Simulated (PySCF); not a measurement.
# The bond of K₂−, level by level

The task here is to estimate one member of a computed series from the others.

Computed with PySCF 2.14.0. Level: K def2-SVPD, no relativity.

4 further runs of the same task are left out: 4 set aside as unsound or not needed.

Set-up of the first run:

Settings of the job:

```yaml
atoms: K, K
charge: -1
basis: K def2-SVPD
Hamiltonian: no relativity
basis_functions: 54
electrons_treated: 39
masses_in_u: 38.9637, 38.9637
levels: PBE0, PBE, r²SCAN, BHandHLYP, LDA, PBEsol, MP2, SCS-MP2, CCSD, CCSD(T)
grid: 80 radial by 434 angular points
occupations: held fixed by the projection of orbital angular momentum
dissociation_limit: K + K−, each in its ground configuration
starting_distance_in_angstrom: 3.990
values_of_2S_to_try: 1, 3
```

On the command line:

```sh
$ OMP_NUM_THREADS=1 python dia.py task.json out
```

Steps of the session up to this table: Set-up; First curve: PBE0; PBE (GGA); r²SCAN (meta-GGA); BHandHLYP; LDA; PBEsol; Correlated methods on the Hartree–Fock reference.

One table of the session follows, with a row left open; its other results are not shown here.

Energy (eV) from each level's lowest point:

```
R (Å)  ROHF-MP2  ROHF-SCS-MP2  ROHF-CCSD  ROHF-CCSD(T)    LDA
3.891     0.070         0.077        n/a           n/a  0.031
4.072     0.030         0.035      0.040         0.038  0.008
4.253     0.008         0.011      0.014         0.013  0.000
4.388     0.001         0.002      0.004         0.003  0.001
4.524         ?             ?          ?             ?      ?
4.660     0.004         0.003      0.002         0.002  0.014
4.841     0.016         0.013      0.010         0.012  0.030
5.067     0.038         0.032      0.028         0.031  0.052
5.338     0.070         0.062      0.057         0.060  0.081
5.700     0.116         0.105        n/a           n/a  0.120
```

Q: Estimate the row for R (Å) = 4.524 from the others.

Worked estimate for «ROHF-MP2». A straight line through the neighbours (4.388, 0.001) and (4.660, 0.004) gives 0.001 + (0.004 − 0.001) × (4.524 − 4.388) / (4.660 − 4.388) = 0.003; a parabola fitted to 4 rows on both sides gives 0.000.

The run gave: ROHF-MP2: 0.000; ROHF-SCS-MP2: 0.000; ROHF-CCSD: 0.000; ROHF-CCSD(T): 0.000; LDA: 0.006. In «ROHF-MP2» the line misses by +0.003 and the parabola by 0.000.
